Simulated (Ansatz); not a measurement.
## two structures of Al: a comparison of enthalpies under pressure, step by step

Computed with Ansatz 0.2.0 through its Python package.

Notebook, run cell by cell (the value of a cell's last expression is shown):

```python
import warnings

import ansatz as az
import numpy as np
from tabulate import tabulate
```

```python
def bcc(a_site, a):
    return (
        az.Lattice.bcc(a)
        .space_group(229)
        .atom(a_site, [0, 0, 0])
        .primitive()
    )
```

```python
def fcc(first, a):
    return (
        az.Lattice.fcc(a)
        .space_group(225)
        .atom(first, [0, 0, 0])
        .primitive()
    )
```

```python
def run_phase(name, crystal, pressure=0.0):
    calc = (
        crystal.calculation()
        .functional(az.Functional.PBESOL)
        .basis(460)
        .kpoints(spacing=0.33)
        .occupations("fermi_dirac", width=0.1)
    )
    calc = calc.relax(force_tolerance=0.01, cell=True, pressure=pressure)
    return calc.run(threads=1)
```

```python
def volume_per_atom(outcome):
    return abs(np.linalg.det(outcome.lattice.cell_ang)) / len(outcome.lattice.sites)
```

```python
warnings.simplefilter("ignore", az.DeckWarning)
```

```python
phases = {}
phases["bcc"] = bcc("Al", 3.21)
phases["fcc"] = fcc("Al", 4.05)
```

```python
# enthalpy per atom at each pressure
pressures = [0, 10, 20, 30]
enthalpy, volume = {name: [] for name in phases}, {name: [] for name in phases}
for p in pressures:
    for name, crystal in phases.items():
        o = run_phase(name, crystal, pressure=p)
        volume[name].append(volume_per_atom(o))
        enthalpy[name].append(o.report["energy_sigma0_ev"] / len(o.lattice.sites) + p * volume[name][-1] / 160.21766)
gap = np.array(enthalpy["fcc"]) - np.array(enthalpy["bcc"])
rows = [(p, va, vb, 1000 * d) for p, va, vb, d in zip(pressures, volume["bcc"], volume["fcc"], gap)]
print(tabulate(rows, headers=["P (GPa)", "V bcc (A^3/atom)", "V fcc (A^3/atom)", "H(fcc) - H(bcc) (meV/atom)"], floatfmt=".4f", tablefmt="plain"))
crossings = [p0 - g0 * (p1 - p0) / (g1 - g0) for p0, p1, g0, g1 in zip(pressures, pressures[1:], gap, gap[1:]) if g0 * g1 < 0]
print("crossing near", [round(float(p), 1) for p in crossings], "GPa") if crossings else print("no crossing in this range")
```

      P (GPa)    V bcc (A^3/atom)    V fcc (A^3/atom)    H(fcc) - H(bcc) (meV/atom)
            0             16.5830             16.2310                      -74.3686
           10             14.8698             14.6996                      -89.8525
           20             13.7677             13.6963                      -97.4407
           30             12.9747             12.9573                     -100.2294
    no crossing in this range

Reading the output:
- Absolute energies stand on the zero of these potentials, so only differences at equal settings mean something.
- At a fixed pressure a relaxation lowers the enthalpy F + PV, while F alone can rise.
- For the metals among these phases the mesh is modest: differences between phases can be off by up to 40 meV an atom.
- Only these two structures are compared, at zero temperature and with their symmetry kept; either may be hypothetical, and another phase may be lower than both. Differences under about 40 meV an atom lie within the error of mesh and functional.
- The cells are prototypes set up for this calculation and needn't exist.
- Run time: 12 s on 1 thread of Arm Neoverse V2, with other jobs on the host, peak memory 0.33 GiB.

(Lines on the test bed's own set-up are left out of the output.)
